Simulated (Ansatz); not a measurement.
# C2H6Sn: the cost of one run

Computed with Ansatz 0.2.0 through its Python package. Level of theory: r2SCAN+D4/def2-SVP.

### 1 The structure

Bond lengths: C1–C2 1.420 Å, C1–Sn3 2.115 Å, C2–Sn3 2.179 Å, C1–H4 1.096 Å, C1–H5 1.162 Å, C2–H6 1.106 Å, C2–H7 1.123 Å, Sn3–H8 1.769 Å, Sn3–H9 1.807 Å. Angles (14 of 18 angles, heavy atoms first): C1–C2–Sn3 68.3°, C2–C1–Sn3 73.1°, C1–Sn3–C2 38.6°, C1–C2–H6 113.4°, C1–C2–H7 117.3°, Sn3–C2–H6 115.9°, Sn3–C2–H7 115.4°, C2–C1–H4 114.0°, C2–C1–H5 113.8°, Sn3–C1–H4 117.9°, Sn3–C1–H5 114.7°, C1–Sn3–H8 116.4°, C1–Sn3–H9 119.2°, C2–Sn3–H8 104.3°.

No structure file is read: the coordinates are typed or built in the script.

### 2 Script

Input file c2h6sn.py:

```python
"""Potential curve of C2H6Sn along one bond."""

import ansatz as az
from ase import Atoms
import numpy as np

atoms = Atoms(["C", "C", "Sn", "H", "H", "H", "H", "H", "H"], positions=[
    [-0.6452, 0.3197, -0.7506],
    [0.692, 0.5179, -0.3171],
    [-0.3578, -0.9199, 0.9389],
    [-0.729, -0.1626, -1.7312],
    [-1.3381, 1.235, -0.5686],
    [1.4446, 0.0968, -1.0092],
    [0.9344, 1.4989, 0.173],
    [0.4892, -2.4471, 0.6588],
    [-0.4015, -0.185, 2.5888],
])
geometry = az.Crystal.molecule_from_ase(atoms)

symbols = [site.symbol for site in geometry.cartesian_sites]
start = np.array([site.position_ang for site in geometry.cartesian_sites])
axis = (start[4] - start[0]) / np.linalg.norm(start[4] - start[0])
moving = [4]
lengths, energies = [1.023, 1.069, 1.116, 1.162, 1.209, 1.255, 1.302, 1.372], []
for length in lengths:
    xyz = start.copy()
    xyz[moving] += (length - np.linalg.norm(start[4] - start[0])) * axis
    point = az.Crystal.molecule()
    for symbol, place in zip(symbols, xyz):
        point = point.atom(symbol, place.tolist())
    job = (
        point.calculation()
        .basis(gaussian="def2-SVP")  # the orbital basis, by name
        .functional("r2scan", dispersion="d4")
    )
    summary = job.run(threads=1).report
    energies.append(summary["free_energy_ev"])
    print(f"r = {length:6.3f} A  E = {energies[-1]:.5f} eV  <S^2> = {abs(summary['mean_field']['state']['spin_squared']):.3f}")

# quartic fit about the minimum
fit = np.polynomial.Polynomial.fit(lengths, np.array(energies) - min(energies), 4).convert()
roots = [r.real for r in fit.deriv().roots() if abs(r.imag) < 1e-9 and fit.deriv(2)(r.real) > 0]
r_e = min(roots, key=lambda r: abs(r - lengths[int(np.argmin(energies))]))
print(f"minimum of the fit at {r_e:.4f} A, force constant {fit.deriv(2)(r_e):.2f} eV/A^2")
```

### 3 The calls as engine input

The package turns the script's settings into the engine's input (first run):

```yaml
crystal:
  periodic: [false, false, false]
  atoms:
    - { symbol: C, position_ang: [-0.6452, 0.3197, -0.7506] }
    - { symbol: C, position_ang: [0.692, 0.5179, -0.3171] }
    - { symbol: Sn, position_ang: [-0.3578, -0.9199, 0.9389] }
    - { symbol: H, position_ang: [-0.729, -0.1626, -1.7312] }
    - { symbol: H, position_ang: [-1.255041751844609, 1.1252825594795364, -0.5904164254066693] }
    - { symbol: H, position_ang: [1.4446, 0.0968, -1.0092] }
    - { symbol: H, position_ang: [0.9344, 1.4989, 0.173] }
    - { symbol: H, position_ang: [0.4892, -2.4471, 0.6588] }
    - { symbol: H, position_ang: [-0.4015, -0.185, 2.5888] }
basis:
  gaussian:
    orbitals: def2-SVP
hamiltonian:
  xc: r2scan
  dispersion: d4
```

### 4 The run

Started as:

```bash
$ python c2h6sn.py
```

Q: Estimate wall time and peak memory on 1 thread of Intel Xeon Platinum 8259CL at 2.50GHz (Skylake/Cascade Lake), shared host.

About 34 s, with a peak of 0.21 GiB.
